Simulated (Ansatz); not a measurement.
# MgZr2N2: the cost of one run

Computed with Ansatz 0.2.0 (DFT PBE, scalar-relativistic, plane waves, PAW, unless a step's input says otherwise).

**1. Starting point**

The structure is tetragonal, space group P4/mmm (No. 123). The conventional cell has a = 3.330 Å, b = 3.330 Å, c = 6.392 Å, α = 90.00°, β = 90.00°, γ = 90.00°. Mg (site symmetry 4/mmm) has 2 N at 2.07 Å and 4 Zr at 2.35 Å in its first shell of neighbours. Zr (site symmetry 4/mmm) is surrounded by 8 N at 2.61 Å. Zr (site symmetry 4/mmm) has 4 Mg at 2.35 Å in its first shell of neighbours. N (site symmetry 4mm) is surrounded by 1 Mg at 2.07 Å and 4 Zr at 2.61 Å.

Structure file:

```
CELL_PARAMETERS angstrom
3.32975 0.00000 0.00000
0.00000 3.32975 0.00000
0.00000 0.00000 6.39210
ATOMIC_POSITIONS crystal
Mg 0.50000 0.50000 0.00000
Zr 0.00000 0.00000 0.50000
Zr 0.00000 0.00000 0.00000
N 0.50000 0.50000 0.67669
N 0.50000 0.50000 0.32331
```

Recipe of the guess: random cell by space group and Wyckoff sites (P4/mmm, No. 123). Its size is a rough estimate.

**2. The guess as it stands, on a coarse mesh**

input.yaml

```yaml
crystal:
  lattice:
    - [3.32975492, 0.0, 0.0]
    - [0.0, 3.32975492, 0.0]
    - [0.0, 0.0, 6.39210371]
  atoms:
    - { symbol: Mg, position: [0.5, 0.5, 0.0] }
    - { symbol: Zr, position: [0.0, 0.0, 0.5] }
    - { symbol: Zr, position: [0.0, 0.0, 0.0] }
    - { symbol: "N", position: [0.5, 0.5, 0.67669331] }
    - { symbol: "N", position: [0.5, 0.5, 0.32330669] }
basis:
  ecutwfc: 420
kpoints:
  mp_grid: { grid: [6, 6, 4] }
hamiltonian:
  xc: pbe
scf:
  occupations: { method: gaussian, width: 0.1 }
  lower_state_search: "off"
output:
  forces: true
  stress: true
  eigenvalues: true
```

Command:

```
$ ansatz run input.yaml --threads 1 --pin off --max-ram 2560MiB --backend cpu --events-out ev --progress --plain --runs-dir out
```

**Question.** How long does this run take on 1 thread of Intel Xeon Platinum 8488C (Sapphire Rapids), shared host, and how much memory does it need?

About 2.6 s, with a peak of 0.4 GiB.
